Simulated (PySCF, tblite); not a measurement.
# C3H11FOSi3: geometry, infrared bands and NMR shifts

Wanted: the infrared bands and NMR shifts of C3H11FOSi3 (`F[SiH2]/C=C(\[SiH3])OC[SiH3]`), by calculation.

Computed with tblite 0.8.0 and PySCF 2.14.0, with density-fitted response routines of our own, on a single molecule in the gas phase. Atoms are numbered from 0 throughout.

## 1. Starting geometry

19 atoms, charge 0, multiplicity 1; geometry from: force field or distance geometry start.

Bonds of the start (Å): F0–Si1 1.61, Si1–C2 1.85, C2–C3 1.36, C3–Si4 1.89, C3–O5 1.38, O5–C6 1.44, C6–Si7 1.88, Si1–H8 1.47, Si1–H9 1.49, C2–H10 1.07, Si4–H11 1.49, Si4–H12 1.48, Si4–H13 1.48, C6–H14 1.10, C6–H15 1.09, Si7–H16 1.48, Si7–H17 1.49, Si7–H18 1.48.

## 2. Geometry optimisation with GFN2-xTB

The job: settings as JSON, then the geometry in Å.

```
{"job": {"kind": "relax", "xc": "GFN2-xTB", "basis": "xTB"}, "charge": 0, "multiplicity": 1}
F     -2.786300    -2.922800     0.636600
Si    -2.816500    -1.368600     0.205700
C     -1.049700    -0.812800     0.163100
C     -0.524900     0.403700    -0.147700
Si    -1.538900     1.933400    -0.608200
O      0.831900     0.668600    -0.140100
C      1.767300    -0.369300     0.194900
Si     3.582000     0.135700     0.166800
H     -3.437700    -1.238300    -1.118200
H     -3.577500    -0.598300     1.228200
H     -0.427800    -1.647500     0.421600
H     -2.347300     1.619500    -1.822500
H     -0.658200     3.099300    -0.872400
H     -2.470100     2.253200     0.490300
H      1.545300    -0.722700     1.213300
H      1.642100    -1.199400    -0.497000
H      3.849600     1.224300     1.140600
H      4.428300    -1.036700     0.527300
H      3.978400     0.587900    -1.189600
```

Started as:

```console
> OMP_NUM_THREADS=1 python probes_run.py task.json out
```

The driver reads the jobs from task.json and runs them one after another.

**Question.** This job is followed by: GFN2-xTB harmonic vibrations, gas phase; GIAO PBE0/pcSseg-1 NMR shielding, non-relativistic, gas phase. Predict these results of the whole session: strongest single infrared mode (GFN2-xTB); zero-point energy (GFN2-xTB); 13C shifts against TMS (PBE0/pcSseg-1); 1H shifts against TMS (PBE0/pcSseg-1, means over atoms taken as alike); 19F shifts against CFCl3 (PBE0/pcSseg-1); 29Si shifts against TMS (PBE0/pcSseg-1); 17O shifts against H2O (PBE0/pcSseg-1); surface potential, 1st and 99th percentile.

**Answer**, as computed:

| quantity | value |
| --- | --- |
| strongest single infrared mode (GFN2-xTB) | 787 cm⁻¹, 652 km/mol |
| zero-point energy (GFN2-xTB) | 74.8 kcal/mol |
| 13C shifts against TMS (PBE0/pcSseg-1) | 179.1, 104.2, 53.9 ppm |
| 1H shifts against TMS (PBE0/pcSseg-1, means over atoms taken as alike) | 5.60, 5.27, 4.11, 4.05, 3.58 ppm |
| 19F shifts against CFCl3 (PBE0/pcSseg-1) | -234.0 ppm |
| 29Si shifts against TMS (PBE0/pcSseg-1) | -2.6, -72.5, -77.7 ppm |
| 17O shifts against H2O (PBE0/pcSseg-1) | 172.1 ppm |
| surface potential, 1st and 99th percentile | -1.22 V and 1.28 V |

The optimisation took 47 steps and gained 0.244 eV; among the close pairs (by a distance rule), Si1–H9 changed most, from 1.489 to 1.459 Å. The lowest mode is imaginary (52i cm⁻¹), so the xTB geometry is not a minimum. The strongest single mode, at 787 cm⁻¹, has its largest shares on Si7, F0 and C6 (the list is cut at 3 atoms). GFN2-xTB is a fitted tight-binding method: band positions and strengths are rough. Its intensities can rank the bands wrongly. The most deshielded carbon is C3 (alkene carbon bearing oxygen), at 179.1 ppm: an sp2 carbon further deshielded by the attached heteroatom. At PBE0/pcSseg-1: Shielding is most anisotropic at O5 (span 248 ppm, paramagnetic term -238 ppm). By nearest atom (PBE0/pcSseg-1), the HOMO sits on C2 38 %; O5 24 % and the LUMO on C3 32 %; C2 22 %.
